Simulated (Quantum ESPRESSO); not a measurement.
Nb2Pd: equation of state with PBEsol

The system is Nb2Pd.

```
Pd Nb
1.0
     0.00000    2.14539    6.53792
     1.81814    0.00000    6.53792
     1.81814    2.14539    0.00000
Pd Nb
1 2
Direct
  0.00000 0.00000 0.00000
  0.66233 0.66233 0.33767
  0.33767 0.33767 0.66233
```

The cell comes from a database or a generator and needn't be the stable form of this composition.

| Quantity | Value |
| --- | --- |
| Program | Quantum ESPRESSO 7.5 |
| Task | equation of state |
| Functional | PBEsol |
| Potentials or basis | GBRV 1.5 PBEsol |
| Cutoff | 612 eV |
| Density cutoff | 4898 eV |
| k mesh | 10 × 10 × 10 |
| Occupations | fermi-dirac, width 0.05 eV |
| Spin | no spin polarisation |
| Mixing beta | 0.5 |
| Most SCF iterations | 120 |
| SCF threshold | 6e-10 Ry |

```json
{"Equilibrium volume": "16.40 Å³/atom", "Bulk modulus at fixed shape and positions": "204 GPa", "Pressure derivative of the bulk modulus": "4.4"}
```

Energy against volume, from the lowest point:
```csv
volume (Å³/atom),energy (meV/atom)
15.981,6.80
16.321,0.00
16.661,2.39
17.001,13.01
17.341,30.99
17.681,55.53
18.021,85.96
```

All runs of the series together: 6.7 min on 2 threads of AMD EPYC 9R45 96-Core Processor (Zen 5) (shared host).

Caveat: the cell was scaled at fixed shape and fractional positions, which overstates the stiffness of a crystal with free parameters, most of all of layers and chains.
